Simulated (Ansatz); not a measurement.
Runs of Ansatz 0.2.0 on PtSe. It takes space group P-6m2 (No. 187, hexagonal). Conventional cell: a = 3.702 Å, b = 3.702 Å, c = 3.613 Å, α = 90.00°, β = 90.00°, γ = 120.00°. Around Pt (site symmetry -6m2) lie 6 Se at 2.80 Å. Se (site symmetry -6m2) is surrounded by 6 Pt at 2.80 Å. The cell comes from a database or a generator and needn't be the stable form of this composition.

```tsv
level	cutoff (eV)	gap on the mesh (eV)	pressure (GPa)	relaxed volume (Å³/atom)
revPBE	420	none	0.0	(a)
PBEsol	420	none	0.0	18.43
RPBE	420	none	0.0	19.70
BLYP	420	none	0.0	20.69
LDA	420	none	0.0	18.07
r2SCAN	500	none	0.0	(b)
```

Alike in all rows: task relaxation of cell and atoms; potentials or basis Ansatz PAW; no spin polarisation; cell relaxed; k mesh 8 × 8 × 7; smearing fermi-dirac 0.05 eV.

Problem. Fill in the values left out.

Solution. (a) 19.57; (b) 18.79.

Caveats: the plane-wave basis is chosen anew once the cell has moved, so the energies of steps on either side of that aren't comparable; the PAW data sets come from PBE, with cores solved anew for the run's functional, which leaves a small shift of forces and pressure; the volume moved by over 15 % at a fixed basis, so the end points are rough (some runs).

A k mesh can miss the band edges, and the runs leave out spin-orbit coupling on Pt, Se.

A gap of «none» marks a metal or a gap under the smearing width.

Runs at the PBE level aren't shown here.
